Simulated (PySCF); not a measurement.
# C5H10Si: electronic excitations

What electronic excitations should C5H10Si (`C[C@H]1C=C1C[SiH3]`) show?

The runs use PySCF 2.14.0, with density-fitted response routines of our own; the level of theory stands in each step. All values are computed, except where a source is named. Atoms count from 0, in the outputs and in this text.

### Step 1. The molecule as given

16 atoms, charge 0, multiplicity 1; geometry from: GFN2-xTB.

Bonds of the start (Å): C0–C1 1.52, C1–C2 1.50, C2–C3 1.30, C3–C4 1.46, C4–Si5 1.92, C3–C1 1.50, C0–H6 1.09, C0–H7 1.09, C0–H8 1.09, C1–H9 1.09, C2–H10 1.06, C4–H11 1.09, C4–H12 1.09, Si5–H13 1.46, Si5–H14 1.46, Si5–H15 1.46.

### Step 2. TDDFT and polarisability: CAM-B3LYP/def2-SVPD

The job: settings as JSON, then the geometry in Å.

```
{"job": {"kind": "uv", "xc": "CAM-B3LYP", "basis": "def2-SVPD", "nstates": 8, "ntriplets": 3}, "charge": 0, "multiplicity": 1}
C     -2.426527     0.146167     0.546498
C     -1.119564    -0.599819     0.723172
C     -0.597814    -1.520538    -0.342211
C      0.022619    -0.380283    -0.224439
C      1.079870     0.561785    -0.569611
Si     2.438502     0.551638     0.780296
H     -3.256210    -0.425663     0.960568
H     -2.391224     1.108029     1.057997
H     -2.623344     0.322798    -0.509287
H     -0.899823    -0.830496     1.766294
H     -0.723733    -2.463656    -0.813115
H      0.660534     1.567617    -0.640444
H      1.509481     0.307060    -1.540607
H      3.108092    -0.748998     0.771687
H      1.822205     0.791442     2.084781
H      3.389338     1.621862     0.471978
```

Level: TDDFT CAM-B3LYP/def2-SVPD, vertical, gas phase, core orbitals frozen in the response.

Started as:

```sh
OMP_NUM_THREADS=1 python probes_run.py task.json out
```

This one command runs all jobs of the session in turn.

What it wrote:

```text
coarse grid: 13256 points
cycle   1  E = -485.5002879329  dE =  7.519e-01  |g| = 3.044e-01  |ddm| = 5.755e+00
cycle   2  E = -485.5165959608  dE = -1.631e-02  |g| = 2.194e-01  |ddm| = 9.215e-01
cycle   3  E = -485.5293478964  dE = -1.275e-02  |g| = 3.447e-02  |ddm| = 4.447e-01
cycle   4  E = -485.5296209610  dE = -2.731e-04  |g| = 1.906e-02  |ddm| = 1.066e-01
cycle   5  E = -485.5297049798  dE = -8.402e-05  |g| = 4.394e-03  |ddm| = 3.601e-02
cycle   6  E = -485.5297099300  dE = -4.950e-06  |g| = 1.255e-03  |ddm| = 9.904e-03
final grid: 121688 points
cycle   7  E = -485.6086879975  dE = -2.893e-05  |g| = 3.450e-03  |ddm| = 8.036e-02
cycle   8  E = -485.6086877981  dE =  1.994e-07  |g| = 3.689e-03  |ddm| = 1.299e-02
cycle   9  E = -485.6086912130  dE = -3.415e-06  |g| = 5.655e-04  |ddm| = 5.598e-03
cycle  10  E = -485.6086912857  dE = -7.276e-08  |g| = 1.646e-04  |ddm| = 1.191e-03
cycle  11  E = -485.6086912927  dE = -6.945e-09  |g| = 3.859e-05  |ddm| = 4.043e-04
cycle  12  E = -485.6086912931  dE = -4.143e-10  |g| = 9.203e-06  |ddm| = 9.212e-05
converged SCF energy = -485.6086912931

Static polarisability (au): isotropic 85.394, principal 73.364 80.732 102.086

Singlet excitations
state   eV       nm        f      main configurations
  1   6.1606    201.3   0.20469   H->L+1 0.38, H->L 0.36, H->L+2 0.18
  2   6.3375    195.6   0.00351   H-1->L+1 0.41, H-1->L 0.19, H-1->L+2 0.19
  3   6.3918    194.0   0.01424   H->L+1 0.44, H->L 0.38
  4   7.2062    172.1   0.02363   H->L+4 0.29, H->L+2 0.27, H->L+3 0.17
  5   7.2165    171.8   0.00345   H->L+2 0.30, H->L+4 0.29, H->L+3 0.18
  6   7.3507    168.7   0.02849   H->L+5 0.34, H->L+6 0.12, H->L+2 0.11
  7   7.4183    167.1   0.02310   H-2->L+1 0.34, H-2->L+2 0.14, H-2->L 0.14
  8   7.4960    165.4   0.01263   H->L+3 0.31, H->L+4 0.22, H->L+5 0.13

Triplet excitations (Tamm-Dancoff, eV): 4.0851 5.9559 6.2502
```

Run time: 67 s. Hardware: 1 thread of Arm Neoverse N1, shared host; peak memory 0.93 GiB.

Frontier orbitals and where they lie:

```
orbital      eV                        atoms
 HOMO−3  -11.13  Si5 30 %, H13 26 %, C4 18 %
 HOMO−2  -10.35    C2 24 %, C3 18 %, C1 12 %
 HOMO−1   -9.08    C1 33 %, C3 18 %, C2 16 %
   HOMO   -7.96    C2 30 %, C3 24 %, C1 13 %
   LUMO    1.07    Si5 32 %, C4 11 %, C2 9 %
 LUMO+1    1.26   Si5 22 %, C2 17 %, C3 15 %
 LUMO+2    1.66   Si5 34 %, C3 10 %, H14 9 %
```

With each of the 8 states as a Gaussian band of 0.4 eV half-width at 1/e, the curve within the window shown has maxima at 201 nm (ε 8,800), 169 nm (ε 3,500) L/(mol cm). Beyond the last state computed it falls off for lack of states. The curve at chosen wavelengths:

```
 nm  ε (L/mol/cm)
159          1135
162          2080
164          2716
167          3369
169          3477
172          3140
174          2695
177          1981
179          1638
182          1534
184          1815
187          2797
189          3779
192          5534
194          6707
197          8124
199          8672
202          8754
204          8333
207          7163
209          6170
212          4610
214          3640
217          2409
219          1764
222          1051
```

Ground-state properties from the same run:

```
           property  computed
  dipole moment (D)      0.77
polarisability (Å³)     12.65
 HOMO–LUMO gap (eV)      9.03
      −ε(HOMO) (eV)      7.96
```

### Step 3. Summary of results

| quantity | value |
| --- | --- |
| lowest singlet (CAM-B3LYP/def2-SVPD) | 6.16 eV (201 nm), f = 0.205 |
| lowest triplet | 4.09 eV |

What this shows: The first singlet state (HOMO→LUMO+1 0.38, HOMO→LUMO 0.36) lies at 6.16 eV and is bright. The lowest triplet lies 2.08 eV below the lowest singlet (triplets in Tamm-Dancoff, singlets in full TDDFT).
